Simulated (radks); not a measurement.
# Co in [Ne] 3s2 3p4 3d7 4s2 4f2: an all-electron calculation

Wanted: eigenvalues, radial structure and energy terms of neutral cobalt.

The numbers are computed with radks (a radial shooting solver on a logarithmic mesh, Libxc functionals) version 1 (scalar-relativistic Kohn-Sham, TASK exchange with Perdew-Wang LDA correlation, spin-polarised, spherical densities, finite nucleus; open shells are filled with parallel spins first), except any that are marked as measured or tabulated.

**1. What is computed**

```
element            : cobalt (Z = 27)
charge             : 0
electrons          : 27
configuration      : [Ne] 3s2 3p4 3d7 4s2 4f2
nuclear rms radius : 3.7875 fm
```

Outer shells as boxes (Hund's rule):

Co
```
[Ne] core
3s [↑↓]
3p [↑↓][↑ ][↑ ]
3d [↑↓][↑↓][↑ ][↑ ][↑ ]
4s [↑↓]
4f [↑ ][↑ ][  ][  ][  ][  ][  ]
```

**2. The calculation**

The run's settings:

```text
Z 27
configuration [Ne] 3s2 3p4 3d7 4s2 4f2 4p0 5s0 4d0 5f0
relativity scalar-relativistic
functional task,pw
spin polarised
nucleus finite rms 3.7875 fm
c 137.035999084
```

Started as:

```sh
python run_ks.py task.json out
```

This one command runs every case of the session in turn.

What does the calculation give?

**Answer**, as computed:

```
                        quantity                   value
                    total energy     -1387.01704 hartree
exchange-correlation share of it                  4.16 %
                            −T/E                  1.0126
          highest occupied level        4f up, -0.394 eV
    most extended occupied level  4f up, <r> = 12.2 bohr
 radius at density 0.001 e/bohr³               3.70 bohr
    maxima of the radial density                       4
```

**Reading.** 4 principal shells are occupied and 4 maxima appear in the radial density. −T/E is 1.013: with relativity the kinetic term as defined here no longer equals −E. This is not the tabulated ground configuration, so its levels and sizes aren't those of the ground state, and no measured value stands beside it.
